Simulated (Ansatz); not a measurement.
# C₄H₂F₄: a ladder of functionals and wavefunction methods

One table from this session's results is given with a row withheld; the runs are named, their logs left out.

The runs use Ansatz 0.2.0, Gaussian basis; functionals in def2-TZVPP, the program's frozen cores in correlated methods.

Levels to be run: LDA (SPW92), PBE-D4, revPBE-D4, BLYP-D4, r2SCAN-D4, B97M-V, PBE0-D4, B3LYP-D4, r2SCANh-D4, r2SCAN0-D4, HSE06-D4, BHLYP-D4, CAM-B3LYP-D4, LC-ωPBE, ωB97X-V, ωB97M-V, B2PLYP, PBE-QIDH; CCSD(T)/def2-SVP; CCSD(T)/def2-TZVPP; MP2/def2-QZVPP; extrapolation to the limit; RPA on PBE.

## Structure used throughout

All runs share one geometry, relaxed beforehand with PBE0-D4 in a triple-zeta def2 set.

10 atoms, charge 0, spin multiplicity 1.

Atoms are counted from 1 here; the program's logs count them from 0.

Bond lengths: F1–C2 1.336 Å, C2–C3 1.331 Å, C2–H9 1.081 Å, C3–F4 1.339 Å, C3–C5 1.438 Å, C5–C6 1.326 Å, C5–H10 1.081 Å, C6–F7 1.311 Å, C6–F8 1.305 Å. Angles: F1–C2–C3 120.6°, F1–C2–H9 115.0°, C3–C2–H9 124.3°, C2–C3–F4 117.2°, C2–C3–C5 125.4°, F4–C3–C5 117.5°, C3–C5–C6 126.2°, C3–C5–H10 117.1°, C6–C5–H10 116.7°, C5–C6–F7 123.0°, C5–C6–F8 126.8°, F7–C6–F8 110.2°.

Set-up of the first run:

in.yaml reads:

```yaml
crystal:
  periodic: [false, false, false]
  atoms:
    - {symbol: F, position_ang: [0.021080, 1.427847, 2.069873]}
    - {symbol: C, position_ang: [0.520567, 0.220965, 1.791367]}
    - {symbol: C, position_ang: [0.364405, -0.314543, 0.583076]}
    - {symbol: F, position_ang: [0.892492, -1.527560, 0.378570]}
    - {symbol: C, position_ang: [-0.324065, 0.303053, -0.518063]}
    - {symbol: C, position_ang: [-0.490341, -0.215079, -1.727732]}
    - {symbol: F, position_ang: [-1.131211, 0.405090, -2.689046]}
    - {symbol: F, position_ang: [-0.064076, -1.375424, -2.145713]}
    - {symbol: H, position_ang: [1.041944, -0.258249, 2.608175]}
    - {symbol: H, position_ang: [-0.747695, 1.282600, -0.347604]}
basis:
  gaussian: {orbitals: def2-TZVPP}
hamiltonian: {xc: lda}
output: {orbitals: {seedname: orbitals}}
```

Launch:

```sh
> ansatz run in.yaml --threads 8 --pin off --events-out ev --progress --plain --max-ram 18278MiB
```

Steps of the session up to this table: LDA; PBE-D4 (GGA); revPBE-D4 (GGA); BLYP-D4 (GGA); r2SCAN-D4 (meta-GGA); B97M-V (meta-GGA); PBE0-D4 (hybrid); B3LYP-D4 (hybrid); r2SCANh-D4 (hybrid); r2SCAN0-D4 (hybrid); HSE06-D4 (hybrid); BHLYP-D4 (hybrid); CAM-B3LYP-D4 (range-separated); LC-ωPBE (range-separated); ωB97X-V (range-separated); ωB97M-V (range-separated); B2PLYP (double hybrid); PBE-QIDH (double hybrid).

One of the session's tables, all rows but one given; the rest of the session is left out.

It belongs to the step «Orbital energies across the functionals». 

```
  functional  HOMO (eV)  gap (eV)
 LDA (SPW92)      -5.87      3.77
      PBE-D4      -5.62      3.82
   revPBE-D4      -5.53      3.84
     BLYP-D4          ?         ?
   r2SCAN-D4      -5.83      4.16
      B97M-V      -5.87      4.31
     PBE0-D4      -6.82      5.88
    B3LYP-D4      -6.65      5.45
  r2SCANh-D4      -6.28      4.93
  r2SCAN0-D4      -6.96      6.10
    HSE06-D4      -6.43      5.11
    BHLYP-D4      -7.92      7.97
CAM-B3LYP-D4      -8.14      8.25
     LC-ωPBE      -9.39     10.63
     ωB97X-V      -9.01     10.26
     ωB97M-V      -8.92     10.10
```

Q: Estimate the row for BLYP-D4 from the others.

Worked estimate for «HOMO (eV)». Against the share of exact exchange, B3LYP-D4 (0.2, -6.65), BHLYP-D4 (0.5, -7.92) give a slope of -4.23 per unit share; at 0 the line stands at -5.80.

As computed: HOMO (eV): -5.52; gap (eV): 3.81. In «HOMO (eV)» the line misses by -0.28.
